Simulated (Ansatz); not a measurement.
# YAlSe3: the cost of one run

Method: DFT PBE, scalar-relativistic, plane waves, PAW, in Ansatz 0.2.0.

## 1. The system as given

It takes space group Pm-3m (No. 221, cubic). The conventional cell has a = 4.769 Å, b = 4.769 Å, c = 4.769 Å, α = 90.00°, β = 90.00°, γ = 90.00°. Around Y (site symmetry m-3m) lie 6 Se at 2.38 Å. Around Al (site symmetry m-3m) lie 12 Se at 3.37 Å. Se (site symmetry 4/mmm) has 2 Y at 2.38 Å and 4 Al at 3.37 Å as nearest neighbours.

As a file:

```cif
data_structure
_symmetry_space_group_name_H-M 'P 1'
_symmetry_Int_Tables_number 1
_cell_length_a 4.7691
_cell_length_b 4.7691
_cell_length_c 4.7691
_cell_angle_alpha 90.000
_cell_angle_beta 90.000
_cell_angle_gamma 90.000
_cell_volume 108.47
loop_
_atom_site_label
_atom_site_type_symbol
_atom_site_fract_x
_atom_site_fract_y
_atom_site_fract_z
_atom_site_occupancy
Y1 Y 0.50000 0.50000 0.50000 1
Al1 Al 0.00000 0.00000 0.00000 1
Se1 Se 0.50000 0.00000 0.50000 1
Se2 Se 0.00000 0.50000 0.50000 1
Se3 Se 0.50000 0.50000 0.00000 1
```

Recipe of the guess: species swapped into a database cell of ZnFe3C (Pm-3m, No. 221), with Al on the Zn sites, Se on the Fe sites and Y on the C sites. Lengths come from tabulated atomic sizes and are only a guess.

## 2. The guess as it stands, on a coarse mesh

Input file input.yaml:

```yaml
crystal:
  lattice:
    - [4.76914216, 0.0, 0.0]
    - [0.0, 4.76914216, 0.0]
    - [0.0, 0.0, 4.76914216]
  atoms:
    - { symbol: "Y", position: [0.5, 0.5, 0.5] }
    - { symbol: Al, position: [0.0, 0.0, 0.0] }
    - { symbol: Se, position: [0.5, 0.0, 0.5] }
    - { symbol: Se, position: [0.0, 0.5, 0.5] }
    - { symbol: Se, position: [0.5, 0.5, 0.0] }
basis:
  ecutwfc: 420
kpoints:
  mp_grid: { grid: [4, 4, 4] }
hamiltonian:
  xc: pbe
scf:
  occupations: { method: gaussian, width: 0.1 }
  lower_state_search: "off"
output:
  forces: true
  stress: true
  eigenvalues: true
```

Command:

```bash
ansatz run input.yaml --threads 1 --pin off --max-ram 2048MiB --backend cpu --events-out ev --progress --plain --runs-dir out
```

What time and memory should one allow on 1 thread of Arm Neoverse V1, shared host?

About 3 s, with a peak of 0.36 GiB.
